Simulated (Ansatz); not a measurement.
# C₁₈H₁₂: basis-set convergence

An exercise on one series of results from a longer session: the logs are not shown, and one member is left open.

The runs use Ansatz 0.2.0, Gaussian basis; one geometry, several basis sets.

Levels to be run: PBE0-D4/def2-SVP; ωB97M-V/def2-SVP; PBE0-D4/def2-QZVPP; ωB97M-V/def2-QZVPP; the functionals' def2-TZVPP values are taken from earlier runs.

## The geometry

All runs share one geometry, relaxed beforehand with PBE0-D4 in a triple-zeta def2 set.

SMILES `c1ccc2c(c1)ccc1c3ccccc3ccc21`, 30 atoms, charge 0, spin multiplicity 1.

Atoms are counted from 1 here; the program's logs count them from 0.

Bond lengths: C1–C2 1.401 Å, C1–C6 1.369 Å, C1–H19 1.084 Å, C2–C3 1.372 Å, C2–H20 1.084 Å, C3–C4 1.408 Å, C3–H21 1.082 Å, C4–C5 1.416 Å, C4–C18 1.441 Å, C5–C6 1.407 Å, C5–C7 1.418 Å, C6–H22 1.085 Å, C7–C8 1.355 Å, C7–H23 1.085 Å, C8–C9 1.422 Å, C8–H24 1.081 Å, C9–C10 1.441 Å, C9–C18 1.405 Å and more. Angles: C2–C1–C6 119.5°, C2–C1–H19 120.1°, C6–C1–H19 120.4°, C1–C2–C3 120.5°, C1–C2–H20 119.8°, C3–C2–H20 119.6°, C2–C3–C4 121.4°, C2–C3–H21 118.4°, C4–C3–H21 120.2°, C3–C4–C5 117.7°, C3–C4–C18 123.0°, C5–C4–C18 119.3°, C4–C5–C6 119.9°, C4–C5–C7 119.1°, C6–C5–C7 120.9°, C1–C6–C5 120.9°, C1–C6–H22 120.5°, C5–C6–H22 118.5° and more.

Set-up of the first run:

Input file in.yaml:

```yaml
crystal:
  periodic: [false, false, false]
  atoms:
    - {symbol: C, position_ang: [-0.761069, 4.575326, -0.019775]}
    - {symbol: C, position_ang: [-0.529037, 4.077693, 1.269181]}
    - {symbol: C, position_ang: [-0.285153, 2.742214, 1.467334]}
    - {symbol: C, position_ang: [-0.259714, 1.833234, 0.391786]}
    - {symbol: C, position_ang: [-0.495033, 2.344194, -0.907230]}
    - {symbol: C, position_ang: [-0.743166, 3.717343, -1.087030]}
    - {symbol: C, position_ang: [-0.476113, 1.455957, -2.012466]}
    - {symbol: C, position_ang: [-0.236913, 0.133129, -1.845102]}
    - {symbol: C, position_ang: [0.004774, -0.424508, -0.559916]}
    - {symbol: C, position_ang: [0.258888, -1.833369, -0.391693]}
    - {symbol: C, position_ang: [0.286672, -2.741962, -1.467510]}
    - {symbol: C, position_ang: [0.532178, -4.077170, -1.269541]}
    - {symbol: C, position_ang: [0.763682, -4.574893, 0.019476]}
    - {symbol: C, position_ang: [0.743286, -3.717322, 1.087018]}
    - {symbol: C, position_ang: [0.493664, -2.344419, 0.907386]}
    - {symbol: C, position_ang: [0.472989, -1.456473, 2.012822]}
    - {symbol: C, position_ang: [0.233864, -0.133634, 1.845455]}
    - {symbol: C, position_ang: [-0.006767, 0.424178, 0.560147]}
    - {symbol: H, position_ang: [-0.952861, 5.631618, -0.168058]}
    - {symbol: H, position_ang: [-0.541909, 4.751935, 2.117798]}
    - {symbol: H, position_ang: [-0.110171, 2.394725, 2.476546]}
    - {symbol: H, position_ang: [-0.920642, 4.084425, -2.092467]}
    - {symbol: H, position_ang: [-0.658013, 1.857692, -3.003596]}
    - {symbol: H, position_ang: [-0.231540, -0.507912, -2.715845]}
    - {symbol: H, position_ang: [0.112850, -2.394288, -2.476859]}
    - {symbol: H, position_ang: [0.546883, -4.751106, -2.118371]}
    - {symbol: H, position_ang: [0.957203, -5.630898, 0.167556]}
    - {symbol: H, position_ang: [0.920102, -4.084512, 2.092533]}
    - {symbol: H, position_ang: [0.653739, -1.858399, 3.004084]}
    - {symbol: H, position_ang: [0.227335, 0.507211, 2.716334]}
basis:
  gaussian: {orbitals: def2-SVP}
hamiltonian: {xc: pbe0, dispersion: d4}
output: {orbitals: {seedname: orbitals}}
```

Started as:

```sh
$ ansatz run in.yaml --threads 11 --pin off --events-out ev --progress --plain --max-ram 174080MiB --backend cuda --devices 0, --max-vram 75GiB
```

Steps of the session up to this table: PBE0-D4 in def2-SVP; ωB97M-V in def2-SVP; PBE0-D4 in def2-QZVPP; ωB97M-V in def2-QZVPP.

One table of the session follows, with a row left open; its other results are not shown here.

It belongs to the step «Density functionals: the series». 

```
functional       basis  HOMO (eV)  LUMO (eV)
   PBE0-D4    def2-SVP      -6.03      -1.41
   PBE0-D4  def2-TZVPP      -6.04      -1.45
   PBE0-D4  def2-QZVPP      -6.06      -1.47
   ωB97M-V    def2-SVP      -7.83       0.46
   ωB97M-V  def2-TZVPP          ?          ?
   ωB97M-V  def2-QZVPP      -7.86       0.35
```

Q: Estimate the row for ωB97M-V, def2-TZVPP from the others.

The run gave: HOMO (eV): -7.85; LUMO (eV): 0.38. In the column «HOMO (eV)» it lies between ωB97M-V, def2-QZVPP (-7.86) and ωB97M-V, def2-SVP (-7.83).
